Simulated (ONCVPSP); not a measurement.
# Cadmium: generating and testing an ONCV potential

Aim: build the potential from the settings below, then test how well it stands in for the atom: other configurations, scattering, ghost states and the plane-wave cutoff that it needs.

Method: ONCVPSP 4.0.1, PBE, scalar-relativistic.

**1. Settings**

The settings as typed:

- element: cadmium (Cd, Z = 48)
- type: optimised norm-conserving Vanderbilt (ONCV)
- frozen core: [Ar] 3d10
- valence charge: 20
- reference configuration: 4s2 4p6 4d10 (charge +2)
- partial waves: 4s: rc 1.00 bohr, ncon 4, nbas 9, qcut 5.8 1/bohr, 2 projectors, debl 3.4 Ha; 4p: rc 1.10 bohr, ncon 4, nbas 7, qcut 8.4 1/bohr, 2 projectors, debl 2.9 Ha; 4d: rc 1.20 bohr, ncon 4, nbas 7, qcut 9.4 1/bohr, 2 projectors, debl 2.2 Ha
- local potential: polynomial inside 1.00 bohr (lpopt 4, dvloc0 0 Ha)
- core correction: not asked for

The nodes and maxima of the atom's own shells, from an earlier all-electron run, set the scale for the radii.

All-electron outer shells of the reference configuration (PBE, scalar-relativistic, ld1.x):

| shell | level (eV) | outermost node (bohr) | outermost maximum (bohr) |
| --- | --- | --- | --- |
| 4s | -124.83 | 0.43 | 0.79 |
| 4p | -85.90 | 0.43 | 0.84 |
| 4d | -30.44 | 0.42 | 0.98 |
| 5s | -21.31 | 1.06 | 2.15 |
| 5p | -14.59 | 1.18 | 2.60 |

**2. Generation**

Cd.dat

```
# ATOM AND REFERENCE CONFIGURATION
# atsym  z   nc   nv     iexc    psfile
  Cd 48.00    6    3        4      upf
#
#   n    l    f
    1    0    2.00
    2    0    2.00
    2    1    6.00
    3    0    2.00
    3    1    6.00
    3    2   10.00
    4    0    2.00
    4    1    6.00
    4    2   10.00
#
# PSEUDOPOTENTIAL AND OPTIMIZATION
# lmax
    2
#
#   l,   rc,      ep,       ncon, nbas, qcut
    0    1.00    0.00    4    9    5.80
    1    1.10    0.00    4    7    8.40
    2    1.20    0.00    4    7    9.40
#
# LOCAL POTENTIAL
# lloc, lpopt,  rc(5),   dvloc0
    4    4    1.00    0.00
#
# VANDERBILT-KLEINMAN-BYLANDER PROJECTORs
# l, nproj, debl
    0    2    3.40
    1    2    2.90
    2    2    2.20
#
# MODEL CORE CHARGE
# icmod, fcfact, rcfact
    0    0.00    0.00
#
# LOG DERIVATIVE ANALYSIS
# epsh1, epsh2, depsh
   -6.00    5.00    0.04
#
# OUTPUT GRID
# rlmax, drl
    6.00    0.01
#
# TEST CONFIGURATIONS
# ncnf
    4
# nvcnf
#   n    l    f
    4
    4    0    2.00
    4    1    6.00
    4    2   10.00
    5    0    2.00
#
    4
    4    0    2.00
    4    1    6.00
    4    2   10.00
    5    0    1.00
#
    3
    4    0    2.00
    4    1    6.00
    4    2    9.00
#
    5
    4    0    2.00
    4    1    6.00
    4    2    9.00
    5    0    2.00
    5    1    1.00
#
```

Launch:

```sh
$ oncvpsp.x < Cd.dat > Cd.out
```

Q: Predict the outcome of this session. Wanted: cutoffs for 1 and 0.1 mHa per electron, occupied waves; bound ghosts; GHOST(+) flags; largest test error; largest phase difference near zero energy, channels read; projector energies reset by the program.

The runs gave:

```
                                                quantity                                             value
  cutoffs for 1 and 0.1 mHa per electron, occupied waves                                 235 Ha and 302 Ha
                                            bound ghosts                                        none found
                                          GHOST(+) flags                                       s at 455 eV
                            largest test error (AE − PS)  +4.0 meV, for 4s2 4p6 4d10 5s2 (1 test unsolved)
largest phase difference near zero energy, channels read                                         0.000 rad
                 projector energies reset by the program          s: -4.587, 0.250 Ha; p: -3.157, 0.250 Ha
```

In words: The worst unpolarised test, 4s2 4p6 4d10 5s2, is off by 4.0 meV on 26.4 eV; by total energies transferability rates as very good where solved. Of the tests 1 gave no usable energy difference, which is a warning in itself. It counts as very hard, with 235 Ha needed at the looser tolerance. At the looser tolerance the 4s wave is the slowest; 4p needs 65 Ha. No bound ghost shows below the valence levels. Near zero energy the phases of the channels with partial waves agree within 0.001 rad. The program also flags highly localised states, GHOST(+) (s). These are tests on the free atom; a crystal test is still owed.
